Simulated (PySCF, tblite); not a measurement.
# C4H5GeO3 radical: geometry, infrared bands and EPR parameters

What infrared bands and EPR parameters should C4H5GeO3 radical (`O=C1O[C]=C[C@@H]1[O][GeH3]`) show?

Computed with tblite 0.8.0 and PySCF 2.14.0, with density-fitted response routines of our own, on a single molecule in the gas phase. Atoms are numbered from 0 throughout.

**1. The starting structure**

13 atoms, charge 0, multiplicity 2; geometry from: force field or distance geometry start.

Bonds of the start (Å): O0–C1 1.28, C1–O2 1.38, O2–C3 1.41, C3–C4 1.32, C4–C5 1.47, C5–O6 1.38, O6–Ge7 1.80, C5–C1 1.48, C4–H8 1.09, C5–H9 1.11, Ge7–H10 1.55, Ge7–H11 1.53, Ge7–H12 1.57.

**2. Optimising the geometry with GFN2-xTB**

What the job is given:

```
{"job": {"kind": "relax", "xc": "GFN2-xTB", "basis": "xTB"}, "charge": 0, "multiplicity": 2}
O     -0.996400     0.070400     2.096000
C     -1.388700     0.034400     0.882400
O     -2.668700    -0.064400     0.389800
C     -2.626100    -0.072000    -1.016000
C     -1.365800    -0.006900    -1.386100
C     -0.436700     0.071900    -0.249300
O      0.509600    -0.932500    -0.206600
Ge     2.149500    -0.182000    -0.195500
H     -1.056500    -0.005600    -2.436400
H      0.015600     1.088100    -0.265000
H      3.144800    -1.244200    -0.713500
H      2.213700     1.071700    -1.069800
H      2.501200     0.171700     1.290900
```

Launch:

```
$ OMP_NUM_THREADS=1 python probes_run.py task.json out
```

This one command runs all jobs of the session in turn.

Log:

```text
step      E/eV     max force
  0    -683.03029    5.394
  1    -683.33424    6.880
  2    -683.59471    1.453
  3    -683.66992    0.942
  4    -683.73419    0.823
  5    -683.75014    0.397
  6    -683.76533    0.394
  7    -683.78483    0.348
  8    -683.79043    0.273
  9    -683.79865    0.192
 10    -683.80151    0.186
 11    -683.80591    0.209
 12    -683.81054    0.222
 13    -683.81786    0.293
 14    -683.82697    0.289
 15    -683.83690    0.311
 16    -683.84453    0.239
 17    -683.84858    0.145
 18    -683.85069    0.108
 19    -683.85276    0.129
 20    -683.85479    0.140
 21    -683.85653    0.126
 22    -683.85795    0.099
 23    -683.85932    0.124
 24    -683.86078    0.158
 25    -683.86202    0.122
 26    -683.86288    0.090
 27    -683.86359    0.086
 28    -683.86450    0.120
 29    -683.86584    0.177
 30    -683.86740    0.179
 31    -683.86892    0.128
 32    -683.87051    0.140
 33    -683.87257    0.187
 34    -683.87542    0.200
 35    -683.87860    0.171
 36    -683.88102    0.140
 37    -683.88262    0.136
 38    -683.88421    0.098
 39    -683.88584    0.140
 40    -683.88704    0.188
 41    -683.88822    0.086
 42    -683.88911    0.071
 43    -683.88999    0.101
 44    -683.89160    0.140
 45    -683.89379    0.128
 46    -683.89637    0.134
 47    -683.89929    0.152
 48    -683.90318    0.164
 49    -683.90843    0.242
 50    -683.91400    0.244
 51    -683.91707    0.288
 52    -683.91699    0.392
 53    -683.92367    0.142
 54    -683.92553    0.111
 55    -683.93061    0.263
 56    -683.93354    0.264
 57    -683.93606    0.130
 58    -683.93731    0.099
 59    -683.93828    0.154
 60    -683.93952    0.208
 61    -683.94192    0.222
 62    -683.94538    0.192
 63    -683.94759    0.094
 64    -683.94887    0.078
 65    -683.94937    0.077
 66    -683.95010    0.080
 67    -683.95137    0.108
 68    -683.95267    0.108
 69    -683.95382    0.076
 70    -683.95454    0.059
 71    -683.95510    0.060
 72    -683.95576    0.064
 73    -683.95662    0.100
 74    -683.95759    0.123
 75    -683.95850    0.100
 76    -683.95935    0.083
 77    -683.96029    0.107
 78    -683.96147    0.106
 79    -683.96338    0.153
 80    -683.96603    0.182
 81    -683.96904    0.197
 82    -683.97170    0.169
 83    -683.97412    0.153
 84    -683.97626    0.201
 85    -683.98015    0.187
 86    -683.98605    0.225
 87    -683.99414    0.264
 88    -684.00003    0.367
 89    -684.00822    0.319
 90    -684.01761    0.230
 91    -684.02229    0.207
 92    -684.02722    0.209
 93    -684.02995    0.363
 94    -684.03656    0.328
 95    -684.04556    0.302
 96    -684.05295    0.198
 97    -684.06107    0.238
 98    -684.06687    0.184
 99    -684.07204    0.195
100    -684.07604    0.142
101    -684.07808    0.145
102    -684.07983    0.146
103    -684.08245    0.198
104    -684.08621    0.249
105    -684.09053    0.342
106    -684.09422    0.156
107    -684.09775    0.145
108    -684.10042    0.116
109    -684.10244    0.103
110    -684.10370    0.096
111    -684.10418    0.032
112    -684.10446    0.052
113    -684.10469    0.047
114    -684.10482    0.029
115    -684.10487    0.018
116    -684.10490    0.015
117    -684.10494    0.009
```

Run time: 0.8 s. Hardware: 1 thread of Arm Neoverse V1, shared host; peak memory 0.18 GiB.

Along the way: (not every step is listed)

```csv
step,energy from step 0 (eV),largest force (eV/Å)
0,0.0000,5.3935
1,-0.3039,6.8798
2,-0.5644,1.4530
3,-0.6396,0.9422
4,-0.7039,0.8228
5,-0.7198,0.3968
6,-0.7350,0.3942
7,-0.7545,0.3482
8,-0.7601,0.2734
18,-0.8204,0.1081
28,-0.8342,0.1202
38,-0.8539,0.0976
48,-0.8729,0.1641
58,-0.9070,0.0990
68,-0.9224,0.1076
78,-0.9312,0.1061
88,-0.9697,0.3665
98,-1.0366,0.1840
108,-1.0701,0.1163
112,-1.0742,0.0525
113,-1.0744,0.0465
114,-1.0745,0.0290
115,-1.0746,0.0181
116,-1.0746,0.0147
117,-1.0747,0.0086
```

Close pairs (by a distance rule), those that changed most:

```csv
bond,before (Å),after (Å),change (Å)
O0–C1,1.276,1.197,-0.079
C4–C5,1.470,1.544,+0.074
Ge7–H12,1.568,1.496,-0.071
Ge7–H10,1.545,1.494,-0.051
O2–C3,1.406,1.359,-0.048
C1–C5,1.479,1.524,+0.045
Ge7–H11,1.530,1.493,-0.037
C1–O2,1.375,1.344,-0.031
```

The final coordinates are the input of the step that follows.

**3. Infrared spectrum with GFN2-xTB**

What the job is given:

```
{"job": {"kind": "ir", "xc": "GFN2-xTB", "basis": "xTB"}, "charge": 0, "multiplicity": 2}
O     -0.123015     0.711121     1.580892
C     -0.846959     0.432808     0.669020
O     -2.100493    -0.037099     0.791400
C     -2.503876    -0.473092    -0.430481
C     -1.657772    -0.305279    -1.414848
C     -0.461015     0.456842    -0.805558
O      0.783277    -0.052571    -1.050380
Ge     2.049106    -0.347468     0.192279
H     -1.730459    -0.562860    -2.448282
H     -0.525785     1.496072    -1.176047
H      3.036698    -0.923268    -0.769873
H      2.483504     0.955422     0.778072
H      1.592401    -1.350143     1.204829
```

Log:

```text
mode    cm-1     km/mol
  1      55.1      1.52
  2     120.5      9.10
  3     142.3     11.08
  4     238.1      0.18
  5     247.2      4.54
  6     314.1      8.26
  7     424.6     45.03
  8     506.3      7.58
  9     530.6     84.34
 10     556.9     77.80
 11     583.4      8.14
 12     635.3     59.80
 13     704.8     55.36
 14     741.3     47.27
 15     753.4    170.57
 16     772.5     13.83
 17     796.1    119.54
 18     822.2    152.35
 19     845.2     14.27
 20     950.3     14.51
 21    1004.3     70.54
 22    1061.5     16.83
 23    1109.6     54.52
 24    1147.5    286.73
 25    1194.7     55.89
 26    1247.2      2.40
 27    1661.4     32.52
 28    1795.4    379.44
 29    1975.7     45.34
 30    2054.0    412.35
 31    2077.0    402.65
 32    2798.3     26.86
 33    3213.3      0.44
```

Wall time 0.43 s (1 thread of Arm Neoverse V1, shared host); peak memory 0.18 GiB.

The strongest bands and the atoms that carry them (share of the mass-weighted mode):

```csv
cm⁻¹,km/mol,atoms
531,84.3,"O6 43 %, C5 11 %, C4 10 %"
753,170.6,"H10 26 %, C3 18 %, H12 13 %, H11 12 %"
796,119.5,"H11 54 %, H12 29 %, H10 12 %"
822,152.3,"H10 50 %, H12 40 %"
1148,286.7,"O2 20 %, C3 20 %, C1 19 %, C5 19 %"
1795,379.4,"C1 63 %, O0 36 %"
2054,412.4,"H11 46 %, H12 45 %"
2077,402.6,"H10 73 %, H11 23 %"
```

**4. EPR parameters: B3LYP/def2-TZVP-core+pcH-1**

Settings changed since step 3:

```diff
@@ -1,2 +1,2 @@
-{"job": {"kind": "ir", "xc": "GFN2-xTB", "basis": "xTB"}, "charge": 0, "multiplicity": 2}
+{"job": {"kind": "epr", "basis": "pcH-1"}, "charge": 0, "multiplicity": 2}
 O     -0.123015     0.711121     1.580892
```

Method: UKS B3LYP, def2-TZVP-core on Ge, pcH-1 on C H O, non-relativistic, mean-field spin-orbit, GIAO.

Log:

```text
UKS, coarse grid
  cycle   1  E = -2457.76188607  |g| = 1.56e+00
  cycle   2  E = -2456.59995140  |g| = 2.06e+00
  cycle   3  E = -2457.78666954  |g| = 8.29e-01
  cycle   4  E = -2458.03608971  |g| = 3.06e-01
  cycle   5  E = -2458.05922708  |g| = 1.22e-01
  cycle   6  E = -2458.06475689  |g| = 4.34e-02
  cycle   7  E = -2458.06540053  |g| = 7.71e-03
  cycle   8  E = -2458.06543524  |g| = 4.85e-03
  cycle   9  E = -2458.06545642  |g| = 2.00e-03
  cycle  10  E = -2458.06546032  |g| = 1.16e-03
  cycle  11  E = -2458.06546459  |g| = 7.13e-04
UKS, final grid
  cycle   1  E = -2458.06539804  |g| = 1.24e-03
  cycle   2  E = -2458.06539622  |g| = 2.67e-03
  cycle   3  E = -2458.06539885  |g| = 1.86e-04
  cycle   4  E = -2458.06539891  |g| = 2.17e-04
  cycle   5  E = -2458.06539897  |g| = 5.81e-05
  cycle   6  E = -2458.06539898  |g| = 4.68e-05
  cycle   7  E = -2458.06539898  |g| = 1.05e-05
E = -2458.06539898 Eh   <S^2> = 0.7600 (exact 0.7500)
g shifts (ppm)      1          2          3
  rmc          -198       -198       -198
  gc             27         22        -80
  oz_so        -708        200       1496
  total        -878         25       1218
hyperfine (MHz)  atom isotope    a_iso     a_fc   dipolar eigenvalues
    0   17O      -1.36      -1.37     -7.93      3.66      4.26
    1   13C      26.39      26.42     -4.46     -3.45      7.91
    2   17O    -109.71    -109.71    -14.38      5.29      9.09
    3   13C     611.04     611.13    -75.27    -50.20    125.47
    4   13C      30.64      30.68    -27.09     -2.78     29.87
    5   13C      28.78      28.79     -8.86     -6.91     15.78
    6   17O      -8.17      -8.17     -7.98      3.63      4.35
    7  73Ge      -0.53      -0.55     -0.71      0.30      0.41
    8    1H      24.76      24.77     -7.72     -4.52     12.24
    9    1H      -2.41      -2.41     -3.45     -2.00      5.45
   10    1H      -0.75      -0.75     -0.57     -0.49      1.06
   11    1H       5.81       5.81     -0.60     -0.48      1.08
   12    1H      -0.49      -0.50     -0.84     -0.64      1.49
```

It took 4.3 min on 1 thread of Arm Neoverse V1, shared host; peak memory 1.3 GiB.

Principal g values 2.00144, 2.00234, 2.00354; g(iso) = 2.00244, against 2.00232 for a free electron.

Hyperfine couplings; where a row names several nuclei, a(iso) is their mean (it holds for fast rotation or exchange) and the dipolar term the largest among them:

```csv
nuclei,isotope,a(iso) (MHz),"a(iso) (G, at g = 2.0023)",largest dipolar term (MHz)
C3,13C,611.0,218.0,125.5
O2,17O,-109.7,-39.1,-14.4
C4,13C,30.6,10.9,29.9
C5,13C,28.8,10.3,15.8
C1,13C,26.4,9.4,7.9
H8,1H,24.8,8.8,12.2
O6,17O,-8.2,-2.9,-8.0
H9,1H,-2.4,-0.9,5.5
"H10, H11, H12",1H,1.5,0.5,1.5
O0,17O,-1.4,-0.5,-7.9
Ge7,73Ge,-0.5,-0.2,-0.7
```

Mulliken spin populations:

O0 0.02; C1 0.02; O2 0.01; C3 0.94; C4 -0.10; C5 0.08; O6 0.02; Ge7 0.00; H8 0.01; H9 0.00; H10 0.00; H11 0.00; H12 0.00

In first order the couplings over 0.8 MHz of 1H give 16 distinct lines over 11.3 G, if the averaged nuclei exchange fast; the same motion can average rows kept apart here too.

The fields below are evaluated on a grid from the run's orbitals.

ELF in a plane through or near 6 of the atoms.

Ten even steps from '0' (0.00) to '9' (1.00):
```
0000000000000000000000000000
0000000000000000000000000000
0000000000000000000000000000
0000012100000000000110000000
0000589940000000047983000000
0004999970013200089998300000
0008999990047630189998300000
0018999981168740379995100000
0003798321278742724242000000
0000242465167424752775320000
0000021464122123247668863000
0000012121210145114128884000
0000011343103554767856663000
0000000110046764726731110000
0000000000167651578850000000
0000000000267740178740000000
0000000000136640034420000000
0000000000001210000000000000
0000000000000000000000000000
0000000000000000000000000000
```
The map spans 10.8 Å across and 9.0 Å up, centred on the molecule. Atoms in the plane (x, y in Å): O2 (1.7, -1.5), C3 (2.4, -0.4), C4 (1.9, 0.8), Ge7 (-2.1, 0.2), H8 (2.2, 1.8), H10 (-2.8, 1.5).

log10 of the density (e/Å³) in the same plane.

Ten even steps from '0' (-4.0) to '9' (1.9):
```
0000000000000000000000000000
0000000000000000000000000000
0000000000000000000000000000
0001122221111001122221100000
0011233332222222233433210000
0112344443344433345554320000
0123456654455544456764321000
0123466665566655566764421000
0123456676667665679765432100
0123456798666666677765532100
0113455798655555666776543210
0112345676654556566776543210
0012344555555666777765543110
0001233444456666789764432100
0001122334456665677654321000
0000111223456655566543210000
0000000112345544444432100000
0000000001233332222210000000
0000000000011111000000000000
0000000000000000000000000000
```
The map spans 10.8 Å across and 9.0 Å up, centred on the molecule. Atoms in the plane (x, y in Å): O2 (1.7, -1.5), C3 (2.4, -0.4), C4 (1.9, 0.8), Ge7 (-2.1, 0.2), H8 (2.2, 1.8), H10 (-2.8, 1.5).

On the surface of density 0.002 e/bohr³ the electrostatic potential runs, from the 1st to the 99th percentile, from -1.21 V near O0 to 1.56 V near H12.

The spin density lies nearest to C3 72 %; O2 7 %; C4 7 % (beta excess).

**5. What came out**

| quantity | value |
| --- | --- |
| strongest single infrared mode (GFN2-xTB) | 2054 cm⁻¹, 412 km/mol |
| zero-point energy (GFN2-xTB) | 47.3 kcal/mol |
| g(iso) (B3LYP) | 2.00244 |
| ⟨S²⟩ | 0.760 (exact 0.75) |
| largest a(iso) (averaged by class) | 13C on C3, 611.0 MHz |
| potential on the surface of density 0.002 e/bohr³, 1st and 99th percentile | -1.21 V and 1.56 V |

In words: Over 117 steps the energy fell by 1.075 eV; of the close pairs, O0–C1 changed most, 1.276 to 1.197 Å. All 33 modes are real, so the xTB geometry is a minimum. The strongest single mode, at 2054 cm⁻¹, moves mainly H11 and H12. GFN2-xTB is a fitted tight-binding method: band positions and strengths are rough. Its intensities can rank the bands wrongly. C3 carries the largest spin population, 0.94 e. The isotropic g lies 0.1 ppt above the free-electron value. The hyperfine terms hold no scalar relativity, which the heavier nuclei need.
